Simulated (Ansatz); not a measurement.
# NaH16BrO8: the cost of one run

All numbers below are computed with Ansatz 0.2.0 (DFT PBEsol, plane waves, PAW, scalar-relativistic, no spin polarisation).

### Step 1. The system as given

The cell holds 26 atoms (BrH16NaO8): a = 6.573 Å, b = 6.573 Å, c = 6.573 Å, α = 90.00°, β = 90.00°, γ = 90.00°.

The coordinates stand in the first input below.

### Step 2. Preparing the start

Input file input.yaml:

```yaml
accuracy: low
crystal:
  lattice:
    - [6.573138, 0.0, 0.0]
    - [0.0, 6.573138, 0.0]
    - [0.0, 0.0, 6.573138]
  atoms:
    - { symbol: O, position: [0.8969231, 0.654045, 0.1118278] }
    - { symbol: H, position: [0.9366903, 0.6905024, -0.0252927] }
    - { symbol: H, position: [0.7646198, 0.5913663, 0.0951] }
    - { symbol: O, position: [0.7077385, 0.4605641, 0.4538654] }
    - { symbol: H, position: [0.6064891, 0.5345532, 0.3764912] }
    - { symbol: H, position: [0.6703769, 0.319218, 0.4354804] }
    - { symbol: O, position: [0.068261, 0.3460033, 0.7327774] }
    - { symbol: H, position: [0.2065572, 0.301235, 0.708641] }
    - { symbol: H, position: [0.0287991, 0.4098067, 0.6059528] }
    - { symbol: O, position: [0.4707683, 0.9433894, 0.7739852] }
    - { symbol: H, position: [0.3509568, 1.0108744, 0.7210364] }
    - { symbol: H, position: [0.5797902, 0.9908065, 0.6869309] }
    - { symbol: O, position: [0.2789993, 0.6346504, 0.8896389] }
    - { symbol: H, position: [0.2663907, 0.5194434, 0.9806389] }
    - { symbol: H, position: [0.1569191, 0.6286015, 0.807344] }
    - { symbol: O, position: [0.9291406, 0.9438599, 0.6842562] }
    - { symbol: H, position: [0.9583959, 0.9533284, 0.5401483] }
    - { symbol: H, position: [1.0609048, 0.9204325, 0.7459161] }
    - { symbol: O, position: [0.4393748, 0.9047261, 0.342541] }
    - { symbol: H, position: [0.4701269, 1.0321448, 0.2752254] }
    - { symbol: H, position: [0.5219774, 0.8058154, 0.2710842] }
    - { symbol: O, position: [0.6702266, 0.0704191, 1.0454894] }
    - { symbol: H, position: [0.6357648, 0.164057, 0.93706] }
    - { symbol: H, position: [0.6961942, -0.0567976, 0.9758174] }
    - { symbol: Na, position: [0.1036533, 0.1140536, 0.1443872] }
    - { symbol: Br, position: [0.2199811, 0.5727508, 0.3178817] }
basis:
  ecutwfc: 420.0
kpoints:
  mp_grid: { grid: [1, 1, 1] }
hamiltonian:
  xc: pbesol
scf:
  occupations: { method: fermi_dirac, width: 0.02 }
  lower_state_search: "off"
relax:
  f_tol: 0.3
  max_steps: 15
  adjacent_minimum: "off"
```

Command:

```
$ ansatz run input.yaml --threads 1 --pin off --max-ram 3072MiB --backend cpu --events-out ev --progress --plain --runs-dir out
```

Q: Estimate wall time and peak memory on 1 thread of Arm Neoverse V1, shared host.

About 32 s, with a peak of 0.36 GiB.
